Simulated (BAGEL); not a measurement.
# AlSiH3OF2 (SMILES [F][Al]([F])[O][SiH3]) at HF/6-31G(d) (density fitting with qzvpp-jkfit, spherical functions)

Aim: the vertical singlet–triplet gap of AlSiH3OF2 at HF/6-31G* (density fitting with qzvpp-jkfit, spherical functions), from 2 runs. 

The results are computed with BAGEL 1.2.2.

2 further runs of the same task are left out: 2 that didn't finish. Runs told in other sessions of the task aren't counted.

### Step 1. Starting point

AlSiH3OF2: 8 atoms, total charge 0, spin state singlet. As SMILES, `[F][Al]([F])[O][SiH3]`. Geometry: relaxed at PBE0-D4/def2-TZVP.

Bond lengths: F1–Al2 1.634 Å, Al2–F3 1.634 Å, Al2–O4 1.656 Å, O4–Si5 1.630 Å, Si5–H6 1.485 Å, Si5–H7 1.485 Å, Si5–H8 1.485 Å. Angles: F1–Al2–F3 117.9°, F1–Al2–O4 121.1°, F3–Al2–O4 121.1°, Al2–O4–Si5 178.6°, O4–Si5–H6 109.7°, O4–Si5–H7 109.8°, O4–Si5–H8 109.4°, H6–Si5–H7 109.2°, H6–Si5–H8 109.4°, H7–Si5–H8 109.3°.

### Step 2. A single-point energy at HF/6-31G(d) (density fitting with qzvpp-jkfit, spherical functions)

The input, job.json:

```json
{ "bagel": [

{
  "title": "molecule",
  "basis": "6-31gs.json",
  "df_basis": "qzvpp-jkfit",
  "angstrom": "true",
  "geometry": [
    { "atom": "F", "xyz": [    1.804800,   -1.724100,    1.720400 ] },
    { "atom": "Al", "xyz": [    0.792000,   -1.595300,    0.444600 ] },
    { "atom": "F", "xyz": [    0.487500,   -2.943200,   -0.427700 ] },
    { "atom": "O", "xyz": [    0.097200,   -0.144800,    0.048300 ] },
    { "atom": "Si", "xyz": [   -0.610500,    1.263800,   -0.365200 ] },
    { "atom": "H", "xyz": [   -0.891200,    2.060200,    0.856600 ] },
    { "atom": "H", "xyz": [   -1.885900,    0.995600,   -1.077700 ] },
    { "atom": "H", "xyz": [    0.298200,    2.030600,   -1.255200 ] }
  ]
},
{
  "title": "hf",
  "charge": 0
},
{
  "title": "print",
  "file": "orbitals.molden",
  "orbitals": "true"
}

]}
```

The basis set 6-31G* is read from a file made from the Basis Set Exchange's data (not shown).

On the command line:

```bash
$ BAGEL_NUM_THREADS=1 BAGEL job.json > job.out
```

What it wrote:

```text
* using 1 threads per process

  ===============================================================
  ===============================================================

  *** Geometry ***

  { "atom" : "F", "xyz" : [      3.410578,     -3.258077,      3.251085 ] },
  { "atom" : "Al", "xyz" : [      1.496663,     -3.014680,      0.840172 ] },
  { "atom" : "F", "xyz" : [      0.921241,     -5.561842,     -0.808236 ] },
  { "atom" : "O", "xyz" : [      0.183681,     -0.273632,      0.091274 ] },
  { "atom" : "Si", "xyz" : [     -1.153678,      2.388236,     -0.690128 ] },
  { "atom" : "H", "xyz" : [     -1.684124,      3.893214,      1.618739 ] },
  { "atom" : "H", "xyz" : [     -3.563835,      1.881411,     -2.036558 ] },
  { "atom" : "H", "xyz" : [      0.563516,      3.837278,     -2.371984 ] },

  Number of auxiliary basis functions:      541

  Since a DF basis is specified, we compute 2- and 3-index integrals:
    o Being stored without compression. Storage requirement is 0.031 GB

  Number of basis functions:       84
  Number of electrons      :       56

    * METHOD: MOLECULE                             0.23

  *** RHF ***

  === Nuclear Repulsion ===
   278.5982435354

      * DIIS with orbital gradients will be used.

  === RHF iteration (6-31gs.json) ===
      0       -806.18489422          0.02620330           0.07
      1       -806.40862985          0.01776784           0.06
      2       -806.55707106          0.00105577           0.06
      3       -806.55797958          0.00046983           0.06
      4       -806.55809866          0.00008427           0.06
      5       -806.55810542          0.00001901           0.06
      6       -806.55810581          0.00000564           0.06
      7       -806.55810584          0.00000102           0.06
      8       -806.55810585          0.00000030           0.06
      9       -806.55810585          0.00000013           0.06
     10       -806.55810585          0.00000003           0.06
     11       -806.55810585          0.00000002           0.06
     12       -806.55810585          0.00000000           0.06
    * SCF iteration converged.

    * Permanent dipole moment:
           (    0.251094,    -0.505531,     0.143586) a.u.

    * METHOD: HF                                   0.96

    * METHOD: PRINT                                0.01

  ===============================================================
```

It took 1.4 s on 1 thread of AMD EPYC 9R45 (Zen 5), shared host; peak memory 0.14 GiB.

### Step 3. The triplet

The input, hf.json:

```json
{ "bagel": [

{
  "title": "molecule",
  "basis": "6-31gs.json",
  "df_basis": "qzvpp-jkfit",
  "angstrom": true,
  "geometry": [
    { "atom": "F", "xyz": [       1.804800,      -1.724100,       1.720400 ] },
    { "atom": "Al", "xyz": [       0.792000,      -1.595300,       0.444600 ] },
    { "atom": "F", "xyz": [       0.487500,      -2.943200,      -0.427700 ] },
    { "atom": "O", "xyz": [       0.097200,      -0.144800,       0.048300 ] },
    { "atom": "Si", "xyz": [      -0.610500,       1.263800,      -0.365200 ] },
    { "atom": "H", "xyz": [      -0.891200,       2.060200,       0.856600 ] },
    { "atom": "H", "xyz": [      -1.885900,       0.995600,      -1.077700 ] },
    { "atom": "H", "xyz": [       0.298200,       2.030600,      -1.255200 ] }
  ]
},

{ "title": "uhf", "nopen": 2 },

{ "title": "print", "file": "orbitals.molden", "orbitals": true }

]}
```

The basis set 6-31G* is read from a file made from the Basis Set Exchange's data (not shown).

On the command line:

```bash
$ BAGEL_NUM_THREADS=1 BAGEL hf.json > hf.out
```

What it wrote:

```text
* using 1 threads per process

  ===============================================================
  ===============================================================

  *** Geometry ***

  { "atom" : "F", "xyz" : [      3.410578,     -3.258077,      3.251085 ] },
  { "atom" : "Al", "xyz" : [      1.496663,     -3.014680,      0.840172 ] },
  { "atom" : "F", "xyz" : [      0.921241,     -5.561842,     -0.808236 ] },
  { "atom" : "O", "xyz" : [      0.183681,     -0.273632,      0.091274 ] },
  { "atom" : "Si", "xyz" : [     -1.153678,      2.388236,     -0.690128 ] },
  { "atom" : "H", "xyz" : [     -1.684124,      3.893214,      1.618739 ] },
  { "atom" : "H", "xyz" : [     -3.563835,      1.881411,     -2.036558 ] },
  { "atom" : "H", "xyz" : [      0.563516,      3.837278,     -2.371984 ] },

  Number of auxiliary basis functions:      541

  Since a DF basis is specified, we compute 2- and 3-index integrals:
    o Being stored without compression. Storage requirement is 0.031 GB

  Number of basis functions:       84
  Number of electrons      :       56

    * METHOD: MOLECULE                             0.22

  *** Open-shell HF ***

  === Nuclear Repulsion ===
   278.5982435354

      * DIIS with orbital gradients will be used.

  === UHF iteration (6-31gs.json) ===
      0       -805.70659739          0.05601363           0.12
      1       -805.83574286          0.05316653           0.12
      2       -805.98640525          0.04249236           0.12
      3       -806.24893880          0.00487303           0.12
      4       -806.25904934          0.00286971           0.12
      5       -806.26892687          0.00292192           0.13
      6       -806.27444601          0.00284802           0.12
      7       -806.28372828          0.00255458           0.12
      8       -806.29261903          0.00462909           0.12
      9       -806.29488128          0.00187071           0.12
     10       -806.29805767          0.00036556           0.12
     11       -806.29803336          0.00040836           0.12
     12       -806.29812086          0.00002395           0.12
     13       -806.29812565          0.00001133           0.13
     14       -806.29812640          0.00000828           0.12
     15       -806.29812666          0.00000544           0.12
     16       -806.29812674          0.00000351           0.12
     17       -806.29812677          0.00000309           0.12
     18       -806.29812681          0.00000279           0.12
     19       -806.29812684          0.00000251           0.12
     20       -806.29812686          0.00000240           0.12
     21       -806.29812687          0.00000236           0.12
     22       -806.29812688          0.00000231           0.12
     23       -806.29812691          0.00000224           0.13
     24       -806.29812694          0.00000217           0.12
     25       -806.29812697          0.00000210           0.12
     26       -806.29812701          0.00000200           0.12
     27       -806.29812711          0.00000169           0.12
     28       -806.29812721          0.00000136           0.12
     29       -806.29812725          0.00000118           0.12
     30       -806.29812728          0.00000098           0.12
     31       -806.29812731          0.00000055           0.12
     32       -806.29812732          0.00000033           0.12
     33       -806.29812732          0.00000025           0.12
     34       -806.29812733          0.00000020           0.12
     35       -806.29812733          0.00000015           0.12
     36       -806.29812733          0.00000011           0.12
     37       -806.29812733          0.00000009           0.12
     38       -806.29812733          0.00000008           0.12
     39       -806.29812733          0.00000008           0.12
     40       -806.29812733          0.00000007           0.12
     41       -806.29812733          0.00000006           0.12
     42       -806.29812733          0.00000006           0.12
     43       -806.29812733          0.00000005           0.12
     44       -806.29812733          0.00000003           0.12
     45       -806.29812733          0.00000003           0.12
     46       -806.29812733          0.00000002           0.12
     47       -806.29812733          0.00000001           0.12
     48       -806.29812733          0.00000001           0.12
    * SCF iteration converged.

    * S^2 (UHF) is 2.0087

    * Permanent dipole moment:
           (    1.039579,    -2.054536,     0.559245) a.u.

    * METHOD: UHF                                  6.08

    * METHOD: PRINT                                0.01

  ===============================================================
```

It took 6.6 s on 1 thread of AMD EPYC 9R45 (Zen 5), shared host; peak memory 0.14 GiB.

### Step 4. What came out

At HF/6-31G* (density fitting with qzvpp-jkfit, spherical functions):

| quantity | value |
| --- | --- |
| singlet: total energy | -806.55811 Eh |
| singlet: dipole moment | 1.48 D |
| singlet: HOMO energy | -12.63 eV |
| singlet: LUMO energy | 2.08 eV |
| singlet: HOMO–LUMO gap | 14.71 eV |
| triplet: total energy | -806.29813 Eh |
| triplet: dipole moment | 6.02 D |
| triplet: ⟨S²⟩ | 2.009 |
| vertical energy of the triplet above the singlet | 7.074 eV |

In words: At this shape the triplet lies 7.07 eV (683 kJ/mol) above the singlet.
